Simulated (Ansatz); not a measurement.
**Alloy of PbS and CaS (28 of 32 Pb sites exchanged), 64 atoms**

Aim: relax the alloy cell and compare the gap by PBEsol and HSE06.

Program: Ansatz 0.2.0, PAW, plane waves. These are calculated values, not measurements.

## (1) Starting point

64 atoms (32 S, 28 Ca, 4 Pb); a = 11.330 Å, b = 11.330 Å, c = 11.330 Å, α = 90.00°, β = 90.00°, γ = 90.00°. All atoms were shaken off their sites by about 0.02 Å along each axis.

The runs, in order: (2) PBEsol cell relaxation at the single k point (¼, ¼, ¼), on 1 × NVIDIA H100 80GB HBM3 with 4 threads of AMD EPYC 7R13; (3) HSE06 single point at the single k point (¼, ¼, ¼), on 1 × NVIDIA H100 80GB HBM3 with 4 threads of AMD EPYC 7R13.

## (2) PBEsol relaxation of the cell and the positions

Contents of in.yaml:

```yaml
crystal:
  lattice:
    - [11.330465, 0.000000, 0.000000]
    - [0.000000, 11.330465, 0.000000]
    - [0.000000, 0.000000, 11.330465]
  atoms:
    - { symbol: S, position: [0.248989, 0.999128, 0.999240] }
    - { symbol: S, position: [0.249894, 0.001027, 0.500116] }
    - { symbol: S, position: [0.250272, 0.500274, 0.999604] }
    - { symbol: S, position: [0.253522, 0.495828, 0.498074] }
    - { symbol: S, position: [0.749841, 0.999885, 0.998739] }
    - { symbol: S, position: [0.750210, 0.002977, 0.500718] }
    - { symbol: S, position: [0.750391, 0.503444, 0.005139] }
    - { symbol: S, position: [0.751064, 0.500006, 0.502151] }
    - { symbol: S, position: [0.000420, 0.255227, 0.000293] }
    - { symbol: S, position: [0.000613, 0.249285, 0.497325] }
    - { symbol: S, position: [0.000437, 0.749208, 0.999041] }
    - { symbol: S, position: [0.001078, 0.749164, 0.498332] }
    - { symbol: S, position: [0.500167, 0.251484, 0.999881] }
    - { symbol: S, position: [0.500230, 0.250717, 0.501504] }
    - { symbol: S, position: [0.497142, 0.749050, 0.998317] }
    - { symbol: S, position: [0.504349, 0.753723, 0.500066] }
    - { symbol: S, position: [0.999958, 0.000696, 0.249590] }
    - { symbol: S, position: [0.999100, 0.001751, 0.750183] }
    - { symbol: S, position: [0.000589, 0.501072, 0.250686] }
    - { symbol: S, position: [0.003812, 0.501030, 0.749439] }
    - { symbol: S, position: [0.502353, 0.001747, 0.250045] }
    - { symbol: S, position: [0.497713, 0.997275, 0.750803] }
    - { symbol: S, position: [0.500464, 0.501485, 0.250357] }
    - { symbol: S, position: [0.500716, 0.497487, 0.752082] }
    - { symbol: S, position: [0.249531, 0.249184, 0.250354] }
    - { symbol: S, position: [0.252828, 0.250996, 0.751591] }
    - { symbol: S, position: [0.250364, 0.750545, 0.251234] }
    - { symbol: S, position: [0.250012, 0.749808, 0.751771] }
    - { symbol: S, position: [0.748961, 0.250508, 0.250835] }
    - { symbol: S, position: [0.751443, 0.248316, 0.747945] }
    - { symbol: S, position: [0.750268, 0.749712, 0.249682] }
    - { symbol: S, position: [0.749719, 0.747294, 0.751234] }
    - { symbol: Ca, position: [0.999896, 0.997883, 0.998067] }
    - { symbol: Ca, position: [0.998543, 0.001452, 0.502330] }
    - { symbol: Ca, position: [0.999809, 0.498882, 0.999981] }
    - { symbol: Ca, position: [0.999024, 0.500578, 0.501430] }
    - { symbol: Ca, position: [0.500113, 0.001500, 0.001413] }
    - { symbol: Ca, position: [0.498647, 0.997604, 0.501038] }
    - { symbol: Ca, position: [0.500955, 0.500049, 0.999273] }
    - { symbol: Ca, position: [0.501418, 0.501912, 0.502566] }
    - { symbol: Ca, position: [0.248101, 0.249308, 0.998664] }
    - { symbol: Ca, position: [0.253230, 0.250994, 0.501325] }
    - { symbol: Ca, position: [0.250404, 0.748948, 0.999795] }
    - { symbol: Ca, position: [0.253627, 0.750052, 0.500679] }
    - { symbol: Ca, position: [0.752826, 0.247592, 0.000728] }
    - { symbol: Ca, position: [0.749932, 0.248673, 0.497937] }
    - { symbol: Ca, position: [0.751720, 0.750984, 0.999418] }
    - { symbol: Ca, position: [0.749186, 0.749211, 0.501928] }
    - { symbol: Ca, position: [0.251218, 0.002106, 0.250333] }
    - { symbol: Ca, position: [0.253204, 0.001513, 0.750476] }
    - { symbol: Ca, position: [0.248919, 0.500283, 0.251360] }
    - { symbol: Ca, position: [0.252186, 0.501778, 0.749348] }
    - { symbol: Ca, position: [0.747878, 0.499568, 0.248663] }
    - { symbol: Ca, position: [0.751296, 0.500555, 0.749042] }
    - { symbol: Ca, position: [0.001051, 0.253428, 0.249497] }
    - { symbol: Ca, position: [0.999260, 0.251190, 0.747966] }
    - { symbol: Ca, position: [0.000377, 0.752677, 0.247968] }
    - { symbol: Ca, position: [0.497862, 0.247699, 0.750923] }
    - { symbol: Ca, position: [0.499277, 0.747232, 0.251174] }
    - { symbol: Ca, position: [0.499698, 0.748599, 0.749816] }
    - { symbol: Pb, position: [0.752915, 0.000912, 0.250819] }
    - { symbol: Pb, position: [0.747692, 0.002328, 0.750476] }
    - { symbol: Pb, position: [0.999595, 0.748709, 0.748164] }
    - { symbol: Pb, position: [0.498377, 0.247569, 0.250897] }
  symmetry: { detect: false }
kpoints:
  mp_grid: { grid: [1, 1, 1], shift: [0.25, 0.25, 0.25] }
hamiltonian:
  xc: pbesol
scf:
  occupations: { method: fermi_dirac, width: 0.01 }
relax:
  f_tol: 0.03
  max_steps: 80
  escape_saddle: false
  adjacent_minimum: "off"
  cell: { fix: [shape] }
output:
  forces: true
  eigenvalues: true
  populations: true
```

Run with:

```sh
$ ansatz run in.yaml --threads 4 --pin off --max-ram 42750MiB --runs-dir r --events-out ev --progress --plain --backend cuda --devices 0, --max-vram 37GiB
```

After this run come: Single point with HSE06.

Before running it: what results should come out? Wanted: for each run, top filled to lowest empty.

As calculated:

```
             level        time  top filled to lowest empty (eV)
PBEsol, relaxation   6 s (GPU)                             2.53
             HSE06  40 s (GPU)                             3.45
```

| quantity | value |
| --- | --- |
| relaxation | 4 recorded steps, 0.56 eV gained |
| largest shift | 0.15 Å (S21) |
| relaxed cell | a = 11.349 Å, b = 11.349 Å, c = 11.349 Å, α = 90.00°, β = 90.00°, γ = 90.00° |
| mean bonds | Ca–S 2.829, Pb–S 2.897 Å |

The relaxation lowers the energy by 0.56 eV; the largest shift is 0.15 Å (S21), while the volume changes by +0.5 %. The mean lengths of the listed bonds run from Ca–S 2.83 Å to Pb–S 2.90 Å. At the same k points, PBEsol gives a spacing 0.92 eV smaller than the 3.45 eV of HSE06. Spin–orbit coupling is left out, which matters for the band edges of the heavier elements here. With one k point the spacing samples only the states that fold onto it, so it can exceed the gap over the zone.
